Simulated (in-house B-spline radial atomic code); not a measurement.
# Nd: excited configurations in jj coupling

How much energy does it take to promote electrons of Nd to other shells? Each configuration is solved by itself and compared with the reference.

Program: in-house B-spline radial atomic code version 1. Level of theory: Dirac-Hartree-Fock, average of configuration, Fermi nucleus, basis-set limit. These are calculated values, not measurements, unless marked.

### Step 1. The atom as given

* element: neodymium (Z = 60)
* charge: 0
* electrons: 60
* configuration: 1s2 2s2 2p6 3s2 3p6 3d10 4s2 4p6 4d10 4f-4 5s2 5p6 6s2
* Hamiltonian: Dirac-Coulomb
* nucleus: Fermi, rms radius 4.912 fm

In configurations, a minus sign after the shell means j = l − 1/2 and a plus sign j = l + 1/2; the count of electrons follows.

Settings, as recorded:

```ini
Z = 60
electrons = 60.0
configuration = 1s2 2s2 2p6 3s2 3p6 3d10 4s2 4p6 4d10 4f-4 5s2 5p6 6s2
hamiltonian = dirac
method = hf
spin_polarised = False
nucleus = fermi
rms_radius = 4.9123
mass_number = 142
atomic_mass = 141.907728824
speed_of_light = 137.035999084
```

This reference run was done before. Its total energy is -9625.217666 hartree, and its levels are (the highest eight at most):

```csv
orbital,occupation,energy (eV),<r> (bohr)
4p3/2,4,-248.66,0.6514
4d3/2,4,-139.79,0.7046
4d5/2,6,-129.98,0.7132
5s1/2,2,-50.510,1.499
5p1/2,2,-30.569,1.681
5p3/2,4,-26.558,1.781
4f5/2,4,-10.580,1.026
6s1/2,2,-4.734,4.772
```

### Step 2. Configuration 1s2 2s2 2p6 3s2 3p6 3d10 4s2 4p6 4d10 4f-1 4f+2 5s2 5p6 6s2 10p+1

Settings, as recorded:

```ini
Z = 60
electrons = 60.0
configuration = 1s2 2s2 2p6 3s2 3p6 3d10 4s2 4p6 4d10 4f-1 4f+2 5s2 5p6 6s2 10p+1
hamiltonian = dirac
method = hf
spin_polarised = False
nucleus = fermi
rms_radius = 4.9123
mass_number = 142
atomic_mass = 141.907728824
speed_of_light = 137.035999084
```

### Step 3. 1s2 2s2 2p6 3s2 3p6 3d10 4s2 4p6 4d10 4f-3 4f+1 5s2 5p-1 5p+4 6s2 8g-1

Settings, as recorded:

```ini
Z = 60
electrons = 60.0
configuration = 1s2 2s2 2p6 3s2 3p6 3d10 4s2 4p6 4d10 4f-3 4f+1 5s2 5p-1 5p+4 6s2 8g-1
hamiltonian = dirac
method = hf
spin_polarised = False
nucleus = fermi
rms_radius = 4.9123
mass_number = 142
atomic_mass = 141.907728824
speed_of_light = 137.035999084
```

### Step 4. Run with 1s2 2s2 2p6 3s2 3p6 3d10 4s2 4p6 4d10 4f-2 4f+1 5s2 5p6 6s2 6f-1

Settings, as recorded:

```ini
Z = 60
electrons = 60.0
configuration = 1s2 2s2 2p6 3s2 3p6 3d10 4s2 4p6 4d10 4f-2 4f+1 5s2 5p6 6s2 6f-1
hamiltonian = dirac
method = hf
spin_polarised = False
nucleus = fermi
rms_radius = 4.9123
mass_number = 142
atomic_mass = 141.907728824
speed_of_light = 137.035999084
```

### Step 5. Configuration 1s2 2s2 2p6 3s2 3p6 3d10 4s2 4p6 4d10 4f-3 5s2 5p6 6s2 7p-1

The settings differ from step 4 so:

```diff
@@ -2,3 +2,3 @@
 electrons = 60.0
-configuration = 1s2 2s2 2p6 3s2 3p6 3d10 4s2 4p6 4d10 4f-2 4f+1 5s2 5p6 6s2 6f-1
+configuration = 1s2 2s2 2p6 3s2 3p6 3d10 4s2 4p6 4d10 4f-3 5s2 5p6 6s2 7p-1
 hamiltonian = dirac
```

### Step 6. Configuration 1s2 2s2 2p6 3s2 3p6 3d10 4s2 4p6 4d10 4f-4 4f+1 5s2 5p6 6s1

The settings differ from step 5 so:

```diff
@@ -2,3 +2,3 @@
 electrons = 60.0
-configuration = 1s2 2s2 2p6 3s2 3p6 3d10 4s2 4p6 4d10 4f-3 5s2 5p6 6s2 7p-1
+configuration = 1s2 2s2 2p6 3s2 3p6 3d10 4s2 4p6 4d10 4f-4 4f+1 5s2 5p6 6s1
 hamiltonian = dirac
```

Q: How far above the reference does each configuration lie (order and size, in eV)?

**Answer**, as computed:

| net move | configuration | energy above the reference (eV) | with Breit, QED, recoil (eV) | largest <r> (bohr) |
| --- | --- | --- | --- | --- |
| 6s → 4f7/2 | 1s2 2s2 2p6 3s2 3p6 3d10 4s2 4p6 4d10 4f-4 4f+1 5s2 5p6 6s1 | 3.708 | 3.703 | 17.8 |
| 4f5/2 → 7p1/2 | 1s2 2s2 2p6 3s2 3p6 3d10 4s2 4p6 4d10 4f-3 5s2 5p6 6s2 7p-1 | 3.931 | 4.043 | 13.7 |
| 2×4f5/2 → 4f7/2, 6f5/2 | 1s2 2s2 2p6 3s2 3p6 3d10 4s2 4p6 4d10 4f-2 4f+1 5s2 5p6 6s2 6f-1 | 6.065 | 6.145 | 31.1 |
| 3×4f5/2 → 10p3/2, 2×4f7/2 | 1s2 2s2 2p6 3s2 3p6 3d10 4s2 4p6 4d10 4f-1 4f+2 5s2 5p6 6s2 10p+1 | 6.770 | 6.823 | 56.2 |
| 4f5/2, 5p1/2 → 4f7/2, 8g7/2 | 1s2 2s2 2p6 3s2 3p6 3d10 4s2 4p6 4d10 4f-3 4f+1 5s2 5p-1 5p+4 6s2 8g-1 | 29.588 | 29.503 | 86.0 |

The lowest of them is 6s → 4f7/2 at 3.708 eV and the highest 4f5/2, 5p1/2 → 4f7/2, 8g7/2 at 29.588 eV. 3 of them lie more than 2 % above the ionisation threshold that Koopmans' theorem gives (4.734 eV), where such states can decay by emitting an electron. Two partly filled shells share a symmetry and can mix in the average, which may lower the energy, for: 2×4f5/2 → 4f7/2, 6f5/2. These are averages over configurations, without correlation, not spectroscopic levels.
